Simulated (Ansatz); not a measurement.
# HOSTe−: functionals against CCSD(T) at one geometry

An exercise on one series of results from a longer session: the logs are not shown, and one member is left open.

The runs use Ansatz 0.2.0, Gaussian basis; single points in def2-TZVPPD.

Correlated methods freeze the cores. Filled d shells of the heavier atoms are correlated. Core potentials replace the inner electrons past krypton, and spin-orbit coupling is left out.

2 further runs of the same task are left out: 2 that didn't finish.

## Where the work starts

SMILES `O[Te][S-]`, 4 atoms, charge -1, spin multiplicity 1.

Atoms are counted from 1 here; the program's logs count them from 0.

Bond lengths: O1–Te2 2.149 Å, O1–H4 0.934 Å, Te2–S3 2.371 Å. Angles: Te2–O1–H4 100.5°, O1–Te2–S3 101.3°.

Geometry (Å):

```tsv
atom	x (Å)	y (Å)	z (Å)
O1	-0.91889	0.86788	-0.65105
Te2	0.42566	0.66993	1.01399
S3	1.21703	-1.54455	0.71151
H4	-0.48830	0.33120	-1.28200
```

The first run:

Input file run/in.yaml:

```yaml
crystal:
  periodic: [false, false, false]
  atoms:
    - {symbol: O, position_ang: [-0.918886, 0.867876, -0.651050]}
    - {symbol: Te, position_ang: [0.425663, 0.669935, 1.013994]}
    - {symbol: S, position_ang: [1.217032, -1.544554, 0.711512]}
    - {symbol: H, position_ang: [-0.488303, 0.331196, -1.281996]}
basis:
  gaussian: {orbitals: "def2-TZVPPD.json"}
total_charge: -1
hamiltonian: {xc: pbe, dispersion: d4}
output: {forces: true}
```

The basis file named in the input lies beside it (Basis Set Exchange, JSON).

On the command line:

```sh
$ ansatz run in.yaml --threads 2 --pin off --events-out ev --progress --plain --max-ram 3481MiB
```

Among the steps run: PBE-D4/def2-TZVPPD; r2SCAN-D4/def2-TZVPPD; PBE0-D4/def2-TZVPPD; wB97M-V/def2-TZVPPD; CCSD(T)/def2-TZVPPD.

One of the session's tables, all rows but one given; the rest of the session is left out.

| method | RMS force component (eV/Å) | angle to CCSD(T) forces (°) |
| --- | --- | --- |
| PBE-D4 | 0.997 | 15.9 |
| r2SCAN-D4 | 0.913 | 6.0 |
| PBE0-D4 | ? | ? |
| wB97M-V | 0.988 | 9.3 |
| CCSD(T) | 0.948 | reference |

Estimate the missing values for PBE0-D4.

As computed: RMS force component (eV/Å): 0.948; angle to CCSD(T) forces (°): 8.2.
